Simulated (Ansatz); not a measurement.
# H6S2SiSn2: the cost of one run

Method: RHF/def2-SVP, in Ansatz 0.2.0.

## Step 1: The structure to begin with

Bond lengths: S1–Sn2 2.355 Å, Sn2–S3 2.412 Å, S3–Si4 2.125 Å, Sn2–Sn5 2.762 Å, Si4–Sn5 2.523 Å, S1–H6 1.449 Å, Sn2–H7 1.778 Å, Si4–H8 1.443 Å, Si4–H9 1.543 Å, Sn5–H10 1.719 Å, Sn5–H11 1.757 Å. Angles (14 of 20 angles, heavy atoms first): S1–Sn2–S3 109.9°, S1–Sn2–Sn5 111.6°, S3–Sn2–Sn5 90.1°, Sn2–S3–Si4 90.6°, S3–Si4–Sn5 104.0°, Sn2–Sn5–Si4 75.2°, S1–Sn2–H7 114.8°, S3–Sn2–H7 113.7°, Sn5–Sn2–H7 114.3°, Sn2–S1–H6 93.9°, S3–Si4–H8 113.6°, S3–Si4–H9 106.8°, Sn5–Si4–H8 111.1°, Sn5–Si4–H9 108.7°.

Structure file:

```xyz
11

S    -1.0026    2.7527    1.2521
Sn    0.6482    1.2430    0.5168
S     0.8258   -0.5957    2.0673
Si    0.1436   -1.9482    0.5769
Sn   -0.3308   -0.4726   -1.4138
H    -1.0960    3.4279   -0.0262
H     2.2111    1.9872    0.1097
H     1.1027   -2.9741    0.2470
H    -1.1894   -2.5353    1.0857
H     0.7939   -0.7387   -2.6858
H    -2.0413   -0.2032   -1.7092
```

## Step 2: Relaxing end A

Contents of input.yaml:

```yaml
crystal:
  periodic: [false, false, false]
  atoms:
    - { symbol: S, position_ang: [-1.0026, 2.7527, 1.2521] }
    - { symbol: Sn, position_ang: [0.6482, 1.243, 0.5168] }
    - { symbol: S, position_ang: [0.8258, -0.5957, 2.0673] }
    - { symbol: Si, position_ang: [0.1436, -1.9482, 0.5769] }
    - { symbol: Sn, position_ang: [-0.3308, -0.4726, -1.4138] }
    - { symbol: H, position_ang: [-1.096, 3.4279, -0.0262] }
    - { symbol: H, position_ang: [2.2111, 1.9872, 0.1097] }
    - { symbol: H, position_ang: [1.1027, -2.9741, 0.247] }
    - { symbol: H, position_ang: [-1.1894, -2.5353, 1.0857] }
    - { symbol: H, position_ang: [0.7939, -0.7387, -2.6858] }
    - { symbol: H, position_ang: [-2.0413, -0.2032, -1.7092] }
basis:
  gaussian: { orbitals: def2-SVP }
hamiltonian:
  xc: hf
relax:
  f_tol: 0.015
  max_steps: 40
```

Run with:

```console
ansatz run input.yaml --threads 2 --pin off --max-ram 3072MiB --backend cpu --events-out ev --progress --plain --runs-dir out
```

What time and memory should one allow on 2 threads of Arm Neoverse V1, shared host?

About 3 min, with a peak of 0.43 GiB.
